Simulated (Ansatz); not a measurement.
# C2H9InN2OSi: small, medium and large basis sets

Aim: see how fast density functionals converge with the basis set for C2H9InN2OSi.

The runs use Ansatz 0.2.0, Gaussian basis; one geometry, several basis sets.

Levels to be run: PBE0-D4/def2-SVP; ωB97M-V/def2-SVP; PBE0-D4/def2-QZVPP; ωB97M-V/def2-QZVPP; the functionals' def2-TZVPP values are taken from earlier runs.

### 1 The relaxed structure

The geometry comes from an earlier relaxation with PBE0-D4 in a triple-zeta def2 set; it is a stationary point, not always the lowest conformer. In takes the def2 core potential; no spin-orbit term is included.

SMILES `NC([SiH3])[N]1C[O][InH]1`, 16 atoms, charge 0, spin multiplicity 1.

Atoms are counted from 1 here; the program's logs count them from 0.

Bond lengths: N1–C2 1.513 Å, N1–H8 1.016 Å, N1–H9 1.017 Å, C2–Si3 1.892 Å, C2–N4 1.435 Å, C2–H10 1.101 Å, Si3–H11 1.480 Å, Si3–H12 1.489 Å, Si3–H13 1.495 Å, N4–C5 1.467 Å, N4–In7 2.144 Å, C5–O6 1.414 Å, C5–H14 1.098 Å, C5–H15 1.104 Å, O6–In7 2.036 Å, In7–H16 1.688 Å. Angles: C2–N1–H8 113.7°, C2–N1–H9 110.6°, H8–N1–H9 107.7°, N1–C2–Si3 111.7°, N1–C2–N4 110.2°, N1–C2–H10 109.2°, Si3–C2–N4 104.7°, Si3–C2–H10 109.6°, N4–C2–H10 111.4°, C2–Si3–H11 109.7°, C2–Si3–H12 107.8°, C2–Si3–H13 111.4°, H11–Si3–H12 110.9°, H11–Si3–H13 109.3°, H12–Si3–H13 107.6°, C2–N4–C5 113.9°, C2–N4–In7 97.0°, C5–N4–In7 87.7° and more.

### 2 PBE0-D4 in def2-SVP

Contents of in.yaml:

```yaml
crystal:
  periodic: [false, false, false]
  atoms:
    - {symbol: N, position_ang: [0.126292, 0.687976, 1.256141]}
    - {symbol: C, position_ang: [0.683625, 0.192723, -0.060179]}
    - {symbol: Si, position_ang: [1.736628, -1.362679, 0.166048]}
    - {symbol: N, position_ang: [-0.383089, -0.214041, -0.929406]}
    - {symbol: C, position_ang: [-1.160027, 0.902302, -1.478682]}
    - {symbol: O, position_ang: [-2.246261, 1.193752, -0.621940]}
    - {symbol: In, position_ang: [-1.890466, -0.408475, 0.582699]}
    - {symbol: H, position_ang: [0.762615, 0.571643, 2.039085]}
    - {symbol: H, position_ang: [-0.110825, 1.674949, 1.195174]}
    - {symbol: H, position_ang: [1.292621, 0.987420, -0.517445]}
    - {symbol: H, position_ang: [2.411200, -1.699316, -1.107855]}
    - {symbol: H, position_ang: [0.833188, -2.465104, 0.597257]}
    - {symbol: H, position_ang: [2.764036, -1.175484, 1.236168]}
    - {symbol: H, position_ang: [-1.536044, 0.621218, -2.471657]}
    - {symbol: H, position_ang: [-0.510913, 1.787368, -1.602013]}
    - {symbol: H, position_ang: [-2.772581, -1.294242, 1.716598]}
basis:
  gaussian: {orbitals: def2-SVP}
hamiltonian: {xc: pbe0, dispersion: d4}
output: {orbitals: {seedname: orbitals}}
```

Started as:

```sh
ansatz run in.yaml --threads 2 --pin off --events-out ev --progress --plain --max-ram 20480MiB --backend cpu
```

After this run come: ωB97M-V in def2-SVP; PBE0-D4 in def2-QZVPP; ωB97M-V in def2-QZVPP.

Q: Predict the results of all the runs planned. Wanted: PBE0-D4: double and triple zeta above quadruple; ωB97M-V: double and triple zeta above quadruple.

**Answer**, as computed:

| quantity | value |
| --- | --- |
| PBE0-D4: double and triple zeta above quadruple | 12.09, 0.73 eV |
| ωB97M-V: double and triple zeta above quadruple | 12.37, 0.68 eV |

PBE0-D4 gains 11.36 eV from double to triple zeta, then 0.73 eV more. These are total energies; as a rule much of such shifts cancels in differences, which this series doesn't test. The LUMO of ωB97M-V is positive and keeps falling with the basis (1.13 to 0.41 eV): an unbound level that the basis holds in place.
